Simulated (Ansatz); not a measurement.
**CuS: the crystal squeezed far**

An exercise on one series of results from a longer session: the logs are not shown, and one member is left open.

Method: DFT PBEsol, with the methods named in each step, in Ansatz 0.2.0.

## The system as given

The structure is cubic, space group F-43m (No. 216). Conventional cell: a = 5.196 Å, b = 5.196 Å, c = 5.196 Å, α = 90.00°, β = 90.00°, γ = 90.00°. Around Cu (site symmetry -43m) lie 4 S at 2.25 Å. S (site symmetry -43m) is surrounded by 4 Cu at 2.25 Å.

As a file:

```cif
data_structure
_symmetry_space_group_name_H-M 'F-43m'
_symmetry_Int_Tables_number 216
_cell_length_a 5.1963
_cell_length_b 5.1963
_cell_length_c 5.1963
_cell_angle_alpha 90.000
_cell_angle_beta 90.000
_cell_angle_gamma 90.000
_cell_volume 140.31
loop_
_atom_site_label
_atom_site_type_symbol
_atom_site_symmetry_multiplicity
_atom_site_Wyckoff_symbol
_atom_site_fract_x
_atom_site_fract_y
_atom_site_fract_z
_atom_site_occupancy
Cu1 Cu 4 a 0.00000 0.00000 0.00000 1
S1 S 4 d 0.25000 0.25000 0.75000 1
```

The file gives the conventional cell by its symmetry; the runs use the cell typed in the input.

Whether this phase is the stable one at these pressures isn't tested.

Atoms are numbered in the order of the input: Cu1, S2.

The first run:

input.yaml

```yaml
crystal:
  lattice:
    - [0.0, 2.5981625294, 2.5981625294]
    - [2.5981625294, 0.0, 2.5981625294]
    - [2.5981625294, 2.5981625294, 0.0]
  atoms:
    - { symbol: Cu, position: [0.0, 0.0, 0.0] }
    - { symbol: S, position: [0.25, 0.25, 0.25] }
kpoints:
  mp_grid: { grid: [14, 14, 14] }
scf:
  occupations: { method: fermi_dirac, width: 0.05 }
hamiltonian:
  xc: pbesol
  pseudopotentials: { kind: paw }
output:
  forces: true
  stress: true
relax:
  f_tol: 0.005
  max_steps: 40
  cell: {}
```

Run with:

```console
ansatz run input.yaml --threads 1 --pin off --max-ram 2048MiB --backend cpu --events-out ev --progress --plain --runs-dir out
```

Among the steps run: Cell relaxed at zero pressure, PAW; Volume scaled by 1, PAW; Volume scaled by 0.95, PAW; Volume scaled by 0.85, PAW; Volume scaled by 0.75, PAW; Volume scaled by 0.65, PAW; Volume scaled by 0.55, PAW; Volume scaled by 0.45, PAW; Volume scaled by 0.4, PAW; Volume scaled by 0.4, PAW (core large).

One of the session's tables, all rows but one given; the rest of the session is left out.

 The rows PAW, 0.4 and PAW (core large), 0.4 agree to the last digit and may rest on the same set-up.

```
          method  volume over the first  volume (Å³/atom)  pressure (GPa)
             PAW                      1            16.826            0.00
             PAW                   0.95            15.985            5.68
             PAW                   0.85            14.302           23.36
             PAW                   0.75            12.620           55.31
             PAW                   0.65                 ?               ?
             PAW                   0.55             9.254          232.05
             PAW                   0.45             7.572          479.45
             PAW                    0.4             6.731          705.51
PAW (core large)                    0.4             6.731          705.51
```

**Question.** Estimate the row for PAW, 0.65.

**Answer.** volume (Å³/atom): 10.937; pressure (GPa): 114.98. In the column «volume (Å³/atom)» it lies between PAW, 0.55 (9.254) and PAW, 0.75 (12.620).

Limits of these values: At pressures up to 706 GPa the PAW spheres may overlap and frozen cores may not hold, so those PAW values are rough without an all-electron check. Warnings in the runs' records: datasets by core.
